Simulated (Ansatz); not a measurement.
Working through a rigid torsion scan of CH6OSSi2, SMILES O[Si]1(S)C[SiH2]1

Program: Ansatz 0.2.0 through its Python package.

Run as a notebook:

```python
import warnings

import ansatz as az
from ase import Atoms

BASIS = 'cc-pVDZ'
XC = 'PBE0'
FMAX = 0.02
```

```python
warnings.simplefilter('ignore', az.DeckWarning)
```

```python
atoms = Atoms(['O', 'Si', 'S', 'C', 'Si', 'H', 'H', 'H', 'H', 'H', 'H'], positions=[
    (-0.5993, 1.0067, 1.9279),
    (0.2125, 0.5984, 0.596),
    (0.9293, 2.2471, -0.486),
    (-0.6582, -0.4482, -0.5334),
    (0.6229, -1.5418, 0.0562),
    (-1.0902, 1.9298, 1.8566),
    (1.3974, 1.5784, -1.5553),
    (-1.6882, -0.7177, -0.2076),
    (-0.7005, -0.207, -1.5443),
    (1.5704, -1.8525, -1.0027),
    (0.0693, -2.6502, 0.9132),
])
```

```python
# start the scan from a relaxed geometry
first = (
    az.Crystal.molecule_from_ase(atoms).calculation()
    .basis(gaussian=BASIS)  # the orbital basis, by name
    .functional(XC)
    .relax(force_tolerance=FMAX, max_steps=80)  # relax until the tolerances are met
)
atoms.positions = first.run().report['positions_ang']
```

```python
start = atoms.get_dihedral(0, 1, 2, 6)
energies = {}
for turn in range(0, 360, 30):
    turned = atoms.copy()
    turned.set_dihedral(0, 1, 2, 6, start + turn, indices=[2, 6])
    job = (
        az.Crystal.molecule_from_ase(turned).calculation()
        .basis(gaussian=BASIS)  # the orbital basis, by name
        .functional(XC)
    )
    energies[round((start + turn) % 360)] = job.run().report['free_energy_ev']
floor = min(energies.values())
print('dihedral O0-Si1-S2-H6 (deg)   E - E(min) (kcal/mol)')
for angle, e in sorted(energies.items()):
    print(f'{angle:8d} {23.060548 * (e - floor):14.3f}  ' + '#' * int(30 * (e - floor) / max(max(energies.values()) - floor, 1e-9)))
```

    dihedral O0-Si1-S2-H6 (deg)   E - E(min) (kcal/mol)
          24          2.084  ################
          54          0.079
          84          0.000
         114          1.644  ############
         144          3.088  ########################
         174          3.221  #########################
         204          2.509  ###################
         234          1.502  ###########
         264          0.917  #######
         294          1.611  ############
         324          3.263  #########################
         354          3.849  ##############################

Reading the output:
- The settings weren't tested for convergence.
- The scan is rigid and the energies are electronic, in a modest basis. With rigid groups the curve can differ much from the relaxed path, the start wasn't checked as a minimum of this torsion, and equivalent turns needn't return to the same energy.
- Timing: 4.2 min on 1 thread of Intel(R) Xeon(R) Platinum 8259CL CPU @ 2.50GHz (Skylake/Cascade Lake) (shared host), peak memory 0.37 GiB.

(A comment or docstring line of the script was reworded after the run, the code is as it ran.)
